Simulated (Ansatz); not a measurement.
RuSe:

```
Ru Se
1.0
     0.00000    2.90633    2.90633
     2.90633    0.00000    2.90633
     2.90633    2.90633    0.00000
Ru Se
1 1
Direct
  0.00000 0.00000 0.00000
  0.25000 0.25000 0.25000
```

The cell comes from a database or a generator and needn't be the stable form of this composition.

Alike in all runs: program Ansatz 0.2.0; functional PBE; potentials or basis Ansatz PAW; cutoff 420 eV (not typed: the program's choice for these potentials); k mesh 6 × 6 × 6; occupations gaussian, width 0.05 eV.

The same cell was started in several ways:

```csv
start,free energy over the lowest (meV/atom),net moment (μB),site or absolute moments (μB),gap
"collinear spin, program default start",0.0,0.00,-,none (metal or under the smearing width)
"collinear spin, ferromagnetic start of up to 2 μB; fixed moment 2",243.4,2.00,Ru +1.45; Se +0.10,-
"collinear spin, random start of up to 0.91 μB",0.0,0.00,absolute 0.00,none (metal or under the smearing width)
```

Runs with fixed or held moments lie higher by the price of the constraint. A still lower state may exist.

Caveats: the cell is far from rest, so the order of the states can change on relaxing; the starting moments weren't kept (some runs); the total moment is fixed, so each spin has its own Fermi level (some runs).
